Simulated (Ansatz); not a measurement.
# C3H9BO3: the cost of one run

Program: Ansatz 0.2.0. Level of theory: the levels named in each step. These are calculated values, not measurements.

## Step 1: The starting structure

Bond lengths (14 of 15 bonds, heavy atoms first): C1–O2 1.411 Å, O2–B3 1.363 Å, B3–O4 1.364 Å, O4–C5 1.411 Å, B3–O6 1.364 Å, O6–C7 1.411 Å, C1–H8 1.091 Å, C1–H9 1.093 Å, C1–H10 1.091 Å, C5–H11 1.092 Å, C5–H12 1.090 Å, C5–H13 1.092 Å, C7–H14 1.090 Å, C7–H15 1.092 Å. Angles (14 of 24 angles, heavy atoms first): C1–O2–B3 121.5°, O2–B3–O4 120.0°, O2–B3–O6 120.2°, O4–B3–O6 119.8°, B3–O4–C5 121.4°, B3–O6–C7 121.0°, O2–C1–H8 111.0°, O2–C1–H9 110.3°, O2–C1–H10 107.1°, O4–C5–H11 110.7°, O4–C5–H12 107.0°, O4–C5–H13 110.7°, O6–C7–H14 107.0°, O6–C7–H15 110.8°.

Coordinates:

```xyz
16

C    -0.5091    2.3637   -0.1637
O     0.4050    1.3029    0.0104
B    -0.0022    0.0020   -0.0029
O     0.9053   -0.9986    0.1847
C     2.2712   -0.7201    0.4012
O    -1.3157   -0.3044   -0.2089
C    -1.7555   -1.6449   -0.2228
H    -1.1973    2.1554   -0.9848
H    -1.0904    2.5165    0.7492
H     0.0754    3.2583   -0.3810
H     2.4003   -0.0672    1.2669
H     2.7669   -1.6752    0.5767
H     2.7077   -0.2292   -0.4714
H    -2.8268   -1.6272   -0.4236
H    -1.2394   -2.2144   -0.9986
H    -1.5650   -2.1216    0.7412
```

## Step 2: A rough first relaxation, PBE-D4/def2-SVP

The input, input.yaml:

```yaml
crystal:
  periodic: [false, false, false]
  atoms:
    - { symbol: C, position_ang: [-0.50914, 2.36374, -0.16368] }
    - { symbol: O, position_ang: [0.40496, 1.30286, 0.01042] }
    - { symbol: B, position_ang: [-0.00224, 0.00204, -0.00294] }
    - { symbol: O, position_ang: [0.90534, -0.99862, 0.18469] }
    - { symbol: C, position_ang: [2.2712, -0.72011, 0.40124] }
    - { symbol: O, position_ang: [-1.31568, -0.30437, -0.20894] }
    - { symbol: C, position_ang: [-1.7555, -1.64491, -0.22277] }
    - { symbol: H, position_ang: [-1.1973, 2.15543, -0.98483] }
    - { symbol: H, position_ang: [-1.09045, 2.51654, 0.74919] }
    - { symbol: H, position_ang: [0.0754, 3.25833, -0.38097] }
    - { symbol: H, position_ang: [2.40026, -0.06718, 1.26691] }
    - { symbol: H, position_ang: [2.76693, -1.67517, 0.57673] }
    - { symbol: H, position_ang: [2.70765, -0.22921, -0.47139] }
    - { symbol: H, position_ang: [-2.82682, -1.62723, -0.42363] }
    - { symbol: H, position_ang: [-1.23936, -2.2144, -0.99858] }
    - { symbol: H, position_ang: [-1.56501, -2.12163, 0.74121] }
basis:
  gaussian: { orbitals: def2-SVP }
hamiltonian:
  xc: pbe
  dispersion: d4
relax:
  f_tol: 0.03
  max_steps: 200
```

Run with:

```bash
ansatz run input.yaml --threads 4 --pin off --max-ram 10240MiB --backend cpu --events-out ev --progress --plain --runs-dir out
```

**Question.** How long does this run take on 4 threads of Arm Neoverse V1, shared host, and how much memory does it need?

About 8.7 s, with a peak of 0.19 GiB.
